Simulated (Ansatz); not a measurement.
**AlBH₄SSi: a ladder of functionals and wavefunction methods**

Aim: compute AlBH₄SSi with functionals from several rungs and with coupled cluster, and see how far each lands from CCSD(T) at the basis-set limit for the atomisation energy.

Computed with Ansatz 0.2.0, Gaussian basis. Level: functionals in def2-TZVPP, the program's frozen cores in correlated methods.

The runs, in order: LDA (SPW92), PBE-D4, revPBE-D4, BLYP-D4, r2SCAN-D4, B97M-V, PBE0-D4, B3LYP-D4, r2SCANh-D4, r2SCAN0-D4, HSE06-D4, BHLYP-D4, CAM-B3LYP-D4, LC-ωPBE, ωB97X-V, ωB97M-V, B2PLYP, PBE-QIDH; CCSD(T)/def2-SVP; CCSD(T)/def2-TZVPP; MP2/def2-QZVPP; extrapolation to the limit; RPA on PBE.

### 1 The geometry

The geometry comes from an earlier relaxation with PBE0-D4 in a triple-zeta def2 set; it is a stationary point, not always the lowest conformer.

SMILES `[SiH3][B]1[AlH][S]1`, 8 atoms, charge 0, spin multiplicity 1.

Atoms are counted from 1 here; the program's logs count them from 0.

Bond lengths: Si1–B2 1.991 Å, Si1–H5 1.491 Å, Si1–H6 1.491 Å, Si1–H7 1.490 Å, B2–Al3 2.012 Å, B2–S4 1.794 Å, Al3–S4 2.214 Å, Al3–H8 1.573 Å. Angles: B2–Si1–H5 109.3°, B2–Si1–H6 109.3°, B2–Si1–H7 113.8°, H5–Si1–H6 107.5°, H5–Si1–H7 108.3°, H6–Si1–H7 108.3°, Si1–B2–Al3 157.0°, Si1–B2–S4 132.1°, Al3–B2–S4 70.9°, B2–Al3–S4 50.0°, B2–Al3–H8 180.0°, S4–Al3–H8 130.0°, B2–S4–Al3 59.2°.

### 2 LDA

This LDA is Slater exchange with PW92 correlation.

The input, in.yaml:

```yaml
crystal:
  periodic: [false, false, false]
  atoms:
    - {symbol: Si, position_ang: [-0.389053, 1.405749, -0.631284]}
    - {symbol: B, position_ang: [0.253267, -0.314206, 0.139538]}
    - {symbol: Al, position_ang: [0.107564, -2.166448, 0.911281]}
    - {symbol: S, position_ang: [1.898033, -0.926787, 0.511859]}
    - {symbol: H, position_ang: [-1.161207, 1.130977, -1.876265]}
    - {symbol: H, position_ang: [-1.313906, 2.064525, 0.334307]}
    - {symbol: H, position_ang: [0.703780, 2.363751, -0.960284]}
    - {symbol: H, position_ang: [-0.006176, -3.614660, 1.515151]}
basis:
  gaussian: {orbitals: def2-TZVPP}
hamiltonian: {xc: lda}
output: {orbitals: {seedname: orbitals}}
```

Launch:

```
$ ansatz run in.yaml --threads 2 --pin off --events-out ev --progress --plain --max-ram 4352MiB
```

Further steps of the session: PBE-D4 (GGA); revPBE-D4 (GGA); BLYP-D4 (GGA); r2SCAN-D4 (meta-GGA); B97M-V (meta-GGA); B3LYP-D4 (hybrid); r2SCANh-D4 (hybrid); r2SCAN0-D4 (hybrid); HSE06-D4 (hybrid); BHLYP-D4 (hybrid); CAM-B3LYP-D4 (range-separated); LC-ωPBE (range-separated); ωB97X-V (range-separated); ωB97M-V (range-separated); B2PLYP (double hybrid); PBE-QIDH (double hybrid); CCSD(T) in def2-SVP; CCSD(T) in def2-TZVPP; MP2 in def2-QZVPP; RPA on PBE orbitals.

Before running them: what should the planned runs give, taken together? Wanted: atomisation energy, CCSD(T)/CBS; farthest beyond LDA; mean size of error, GGA; mean size of error, meta-GGA; mean size of error, hybrid; mean size of error, range-separated; mean size of error, double hybrid; gap, smallest and largest; T1 diagnostic.

The runs gave:

| quantity | value |
| --- | --- |
| atomisation energy, CCSD(T)/CBS | 24.516 eV |
| functionals within 0.123 eV (0.5 %) | PBE0-D4, B3LYP-D4, r2SCAN0-D4, HSE06-D4, CAM-B3LYP-D4, PBE-QIDH |
| farthest beyond LDA | B97M-V (+0.696 eV) |
| mean size of error, GGA | 0.265 eV |
| mean size of error, meta-GGA | 0.538 eV |
| mean size of error, hybrid | 0.162 eV |
| mean size of error, range-separated | 0.182 eV |
| mean size of error, double hybrid | 0.220 eV |
| gap, smallest and largest | 2.13 eV (LDA (SPW92)), 8.56 eV (LC-ωPBE) |
| T1 diagnostic | 0.0168 |
| triples share of the correlation energy | 4.8 % |

LDA overbinds by 3.143 eV (13 %). PBE-D4 misses by +0.245 eV. Double hybrids carry the basis error of their MP2 part in triple zeta, and no dispersion term here, so their miss is partly the set-up's. By mean error the best rung here is hybrid (0.162 eV) and the worst beyond LDA is meta-GGA (0.538 eV). The gap between the best rungs is small, so their order is not settled. The reference freezes the cores and leaves out relativity and excitations past (T), so misses under about 0.123 eV can't be ranked. Hartree-Fock recovers 74 % of the binding; the rest is correlation. CCSD(T) in def2-SVP is off by -1.526 eV, worse than the median functional, from the basis alone. Orbital gaps span 2.1 to 8.6 eV; exact exchange widens them.
